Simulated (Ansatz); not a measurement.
# SnO2 (Cassiterite): the cost of one run

Method: DFT r2SCAN, scalar-relativistic, plane waves, PAW, in Ansatz 0.2.0.

1 further run of the same task is left out (set aside as unsound or not needed).

**1. The system as given**

The structure is tetragonal, space group P4_2/mnm (No. 136). The conventional cell has a = 4.760 Å, b = 4.760 Å, c = 3.201 Å, α = 90.00°, β = 90.00°, γ = 90.00°. Around Sn (site symmetry mmm) lie 6 O at 2.06 to 2.07 Å. O (site symmetry m2m) has 3 Sn at 2.06 to 2.07 Å as nearest neighbours.

Coordinates:

```xyz
6
Lattice="4.7599 0.0000 0.0000 0.0000 4.7599 0.0000 0.0000 0.0000 3.2008" Properties=species:S:1:pos:R:3 pbc="T T T"
Sn    0.0000    0.0000    0.0000
Sn    2.3800    2.3800    1.6004
O     1.4561    1.4561    0.0000
O     0.9239    3.8361    1.6004
O     3.3038    3.3038    0.0000
O     3.8361    0.9239    1.6004
```

This cell was relaxed beforehand with the same method: volume 12.09 Å³/atom, gap on the mesh 1.77 eV.

**2. Electronic structure at the relaxed geometry**

The input, input.yaml:

```yaml
crystal:
  lattice:
    - [4.7599425467, 0.0, 0.0]
    - [0.0, 4.7599425467, 0.0]
    - [0.0, 0.0, 3.200813523]
  atoms:
    - { symbol: Sn, position: [0.0, 0.0, 0.0] }
    - { symbol: Sn, position: [0.5, 0.5, 0.5] }
    - { symbol: O, position: [0.3059109373, 0.3059109373, 0.0] }
    - { symbol: O, position: [0.1940890627, 0.8059109373, 0.5] }
    - { symbol: O, position: [0.6940890627, 0.6940890627, 0.0] }
    - { symbol: O, position: [0.8059109373, 0.1940890627, 0.5] }
basis:
  ecutwfc: 500
kpoints:
  mp_grid: { grid: [6, 6, 8] }
  band_path:
    path:
      - [[0.0, 0.0, 0.0], [0.0, 0.5, 0.0], [0.5, 0.5, 0.0], [0.0, 0.0, 0.0], [0.0, 0.0, 0.5], [0.0, 0.5, 0.5], [0.5, 0.5, 0.5], [0.0, 0.0, 0.5]]
      - [[0.0, 0.5, 0.0], [0.0, 0.5, 0.5]]
      - [[0.5, 0.5, 0.0], [0.5, 0.5, 0.5]]
    npoints: 14
hamiltonian:
  xc: r2scan
scf:
  occupations: { method: gaussian, width: 0.02 }
  n_extra_bands: 15
output:
  forces: true
  stress: true
  eigenvalues: true
  populations: true
  dos: { projected: true, de: 0.02, nscf_kmesh: { grid: [9, 9, 12] } }
  bader: true
  write_density: true
  write_potential: true
  elf: true
  volumetric_format: npy
```

The run is started by

```
$ ansatz run input.yaml --threads 4 --pin off --max-ram 10240MiB --backend cpu --events-out ev --progress --plain --runs-dir out
```

Q: Estimate wall time and peak memory on 4 threads of Arm Neoverse V1, shared host.

About 27 s, with a peak of 0.65 GiB.
